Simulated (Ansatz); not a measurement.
# WSe2: the cost of one run

Program: Ansatz 0.2.0. Level of theory: DFT PBEsol, scalar-relativistic, plane waves, PAW. These are calculated values, not measurements.

1 further run of the same task is left out (set aside as unsound or not needed).

### Step 1. The system as given

The structure is hexagonal, space group P-6m2 (No. 187). Conventional cell: a = 3.271 Å, b = 3.271 Å, c = 29.185 Å, α = 90.00°, β = 90.00°, γ = 120.00°. Around W (site symmetry -6m2) lie 6 Se at 2.52 Å. W (site symmetry 3m) is surrounded by 6 Se at 2.52 Å. Around Se (site symmetry 3m) lie 3 W at 2.52 Å.

Structure file:

```
CELL_PARAMETERS angstrom
3.27090 0.00000 0.00000
-1.63545 2.83268 0.00000
0.00000 0.00000 29.18475
ATOMIC_POSITIONS crystal
W 0.66667 0.33333 0.00000
W 0.33333 0.66667 0.77346
W 0.33333 0.66667 0.22654
Se 0.33333 0.66667 0.05737
Se 0.66667 0.33333 0.83084
Se 0.66667 0.33333 0.28383
Se 0.33333 0.66667 0.94263
Se 0.66667 0.33333 0.71617
Se 0.66667 0.33333 0.16916
```

It goes back to an entry of the Materials Project, which need not be the stable form.

This cell was relaxed beforehand with the same method: volume 30.05 Å³/atom, gap on the mesh 1.25 eV.

### Step 2. Zero of energy

The reference gives a free energy of -63320.2600 eV, pressure -0.01 GPa, largest force 0.001 eV/Å and gap on the mesh 1.25 eV. It was computed beforehand with the settings of the runs below.

### Step 3. Normal modes

Input file input.yaml:

```yaml
crystal:
  lattice:
    - [3.2709028869, 0.0, 0.0]
    - [-1.6354514434, 2.8326849934, 0.0]
    - [0.0, 0.0, 29.1847510368]
  atoms:
    - { symbol: W, position: [0.6666666667, 0.3333333333, 0.0] }
    - { symbol: W, position: [0.3333333333, 0.6666666667, 0.7734641584] }
    - { symbol: W, position: [0.3333333333, 0.6666666667, 0.2265358416] }
    - { symbol: Se, position: [0.3333333333, 0.6666666667, 0.0573689676] }
    - { symbol: Se, position: [0.6666666667, 0.3333333333, 0.8308403025] }
    - { symbol: Se, position: [0.6666666667, 0.3333333333, 0.2838341571] }
    - { symbol: Se, position: [0.3333333333, 0.6666666667, 0.9426310324] }
    - { symbol: Se, position: [0.6666666667, 0.3333333333, 0.7161658429] }
    - { symbol: Se, position: [0.6666666667, 0.3333333333, 0.1691596975] }
basis:
  ecutwfc: 420
kpoints:
  mp_grid: { grid: [12, 12, 1] }
hamiltonian:
  xc: pbesol
scf:
  occupations: { method: gaussian, width: 0.05 }
output:
  eigenvalues: true
phonons:
  method: fd
  supercell: [1, 1, 1]
  amplitude: 0.02
  eigenvectors: true
  dielectric: false
```

Run with:

```console
$ ansatz run input.yaml --threads 2 --pin off --max-ram 5120MiB --backend cpu --events-out ev --progress --plain --runs-dir out
```

Q: Estimate wall time and peak memory on 2 threads of Arm Neoverse V1, shared host.

About 8.1 min, with a peak of 1.5 GiB.
